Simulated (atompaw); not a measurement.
**Pseudopotential generation for erbium: PAW (atompaw), PBEsol**

Task: generate the file, and judge it by its logarithmic derivatives, its ghosts and its cutoff.

Method: atompaw 4.2.0.5, PBEsol, scalar-relativistic.

### Step 1. Settings

The settings as typed:

```json
{"element": "erbium (Er, Z = 68)", "type": "PAW", "frozen core": "[Kr] 4d10", "valence charge": "22", "reference configuration": "4f11 5s2 5p6 5d0 6s0 6p0 (charge +3)", "partial waves": "5s (bound); 6s (bound, empty); 5p (bound); 6p (bound, empty); 5d (bound, empty); 5d channel at 0.55 Ry; 4f (bound); 4f channel at 0.7 Ry", "local potential": "bessel scheme, radius 2.25 bohr", "core correction": "smooth core density matched at 2.55 bohr", "augmentation charge": "besselshape compensation charge, radius 2.75 bohr; PAW radius 3.00 bohr; waves and projectors: bloechl"}
```

### Step 2. The generation run

Input file Er.input:

```
Er 68
GGA-PBESOL scalarrelativistic loggrid 2001 logderivrange -8 5 326
6 6 5 4 0 0
6 0 0
6 1 0
5 2 0
4 3 11
0 0 0
c
c
c
c
v
v
c
c
c
v
v
c
c
v
v
3
3.00 2.75 2.25 2.55
n
n
y
0.55
n
y
0.7
n
bloechl besselshape
bessel
PWSCFOUT
UPFDX 0.0125d0 UPFXMIN -7.d0 UPFZMESH 68.d0
END
```

Command:

```bash
$ atompaw < Er.input > Er.log
```

**Question.** What will these runs give? Wanted: cutoffs for 10 and 1 mRy, occupied levels; bound ghosts; largest phase difference near zero energy, channels read; lowest eigenvalue of the overlap; share of valence orbitals outside the PAW sphere; UPF file.

As calculated:

| quantity | value |
| --- | --- |
| cutoffs for 10 and 1 mRy, occupied levels | 30 Ry and 40 Ry |
| bound ghosts | none found |
| largest phase difference near zero energy, channels read | 0.097 rad |
| lowest eigenvalue of the overlap (Bessel basis) | 0.548 (s) |
| share of valence orbitals outside the PAW sphere | 5s 0 %, 6s 46 %, 5p 1 %, 6p 69 %, 5d 12 %, 4f 0 % |
| UPF file | written |

By its cutoff, 30 Ry for the looser tolerance, it is soft on the atom at that tolerance. The slowest occupied level is 4f: taken alone it needs 30 Ry to come within 1 mRy, against 21 Ry for 5p. It is free of bound ghosts as far as tested. Near zero energy the largest phase difference among the channels read is 0.10 rad, in the f channel. All of this concerns the isolated atom, not yet a solid.
